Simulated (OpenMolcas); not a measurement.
# Cu²⁺ among point charges: CASSCF and CASPT2 levels and susceptibility

How does a field of 6 point charges split the states of Cu²⁺, and what χT follows?

Program: OpenMolcas 26.06. Level of theory: state-averaged CASSCF and CASPT2, spin-orbit coupling by RASSI with atomic mean-field integrals. These are calculated values, not measurements, unless marked.

### 1 The system

* Species: Cu²⁺ (copper, Z = 29, 27 electrons)
* Basis: ANO-RCC-VDZP [5s4p2d1f], 34 functions
* Scalar Hamiltonian: DKH2, point nucleus
* Inactive shells: 1s 2s 2p 3s 3p
* Active space: 9 electrons in 5 orbitals (3d)
* Some configurations of this space: 3d9
* Orbitals: optimised for each spin and parity, averaged over all roots

Outer shells as boxes (Hund's rule):

3d9
```
3d [↑↓][↑↓][↑↓][↑↓][↑ ]
```

The ion sits among 6 point charges of -2 e arranged as an octahedron (Oh), 2.03 Å from the ion.

Each step is its own input file, run in one work folder so that later steps find the files of earlier ones. Labels, J, g values, rates, χT and fits are worked out afterwards by a script from the matrices that RASSI stores. The input lists half of the charges; inversion (Group=XYZ) makes the rest.

### 2 One- and two-electron integrals

Contents of a.inp:

```
&GATEWAY
Coord
1

Cu 0.0 0.0 0.0
Basis=ANO-RCC-VDZP
Group=XYZ
NoMove
AngMom=0.0 0.0 0.0
AMFI
XField
3 Angstrom 0
2.030000 0.000000 0.000000 -2.000000
0.000000 2.030000 0.000000 -2.000000
0.000000 0.000000 2.030000 -2.000000
&SEWARD
```

Run with:

```bash
$ OMP_NUM_THREADS=1 MOLCAS_MEM=1689 MOLCAS_PROJECT=a pymolcas a.inp > a.log
```

### 3 Reference wave functions, doublets of even parity, 5 roots

Contents of a.inp:

```
&RASSCF
FileOrb=start.orb
Symmetry=1
Spin=2
nActEl=9 0 0
Inactive=3 6
Ras2=5 0
CIRoot=5 5 1
SDav=5
CIMx=300
Iter=120 100
PrWF=0.3
OrbListing=Nothing
MaxOrb=0
>>> COPY $Project.JobIph JOB001
```

start.orb holds the contracted functions of the basis, ordered by shell, or the orbitals of the step before.

### 4 State interaction with spin-orbit coupling

Contents of a.inp:

```
&RASSI
NrOfJobIphs=1 5
1 2 3 4 5
IphNames
JOB001
EJob
SpinOrbit
DIPRint=1.0
SOCoupling=1000.0
Subsets=2
Property=9
'ANGMOM' 1 'ANGMOM' 2 'ANGMOM' 3 'MLTPL  1' 1 'MLTPL  1' 2 'MLTPL  1' 3
'AMFI' 1 'AMFI' 2 'AMFI' 3
SOProperty=3
'ANGMOM' 1 'ANGMOM' 2 'ANGMOM' 3
```

### 5 CASPT2: IPEA 0.25, imaginary shift 0.1 (closed shells correlated: 3s 3p)

Contents of a.inp:

```
>>> COPY JOB001 $Project.JobIph
&CASPT2
Multistate=5 1 2 3 4 5
NoMult
Frozen=2 3
IPEA=0.25
Imaginary=0.1
MaxIter=60
WThr=0.0 0.3 0.05
PrWF=0.5
NoMix
```

(Steps that only read results are left out.)

What does the calculation give? Wanted: spin-free ground state; first state of the same spin within the active space; lowest level; next level.

The runs gave:

| quantity | value |
| --- | --- |
| method | SS-CASPT2, IPEA 0.25, imaginary shift 0.1 (closed shells correlated: 3s 3p) |
| spin-free ground state | 2E, 2-fold in its orbital part |
| first state of the same spin within the active space | 2T2 at 3950 cm⁻¹ |
| lowest level | 4-fold Γ8 |
| next level | 3354.7 cm⁻¹ |
| χT at 300 K | 0.76 cm³ K/mol |
| effective moment at 300 K | 2.46 μB |

Cost by method:

| method | time of its own steps | time with the reference |
| --- | --- | --- |
| A. CASSCF | 0.98 s | 0.98 s |
| B. SS-CASPT2, IPEA 0.25, imaginary shift 0.1, +3s 3p | 0.26 s | 1.2 s |

Times are of one thread on a shared host.

The spin-free ground state (2E) comes to 100 % from free-ion D terms and keeps the highest spin of the shell. χT at 300 K is 0.76, against 0.38 cm³ K/mol for the spin alone, so orbital moment adds to it. A ligand-field fit to the states below 45000 cm-1 gives 10Dq = 3950 cm-1, the gap between the two states. An orbital doublet at a regular site is open to a Jahn-Teller distortion, which this geometry leaves out. The field of point charges can differ much from that of real complexes. Point charges carry no covalency, so the field is a model and not that of real ligands.
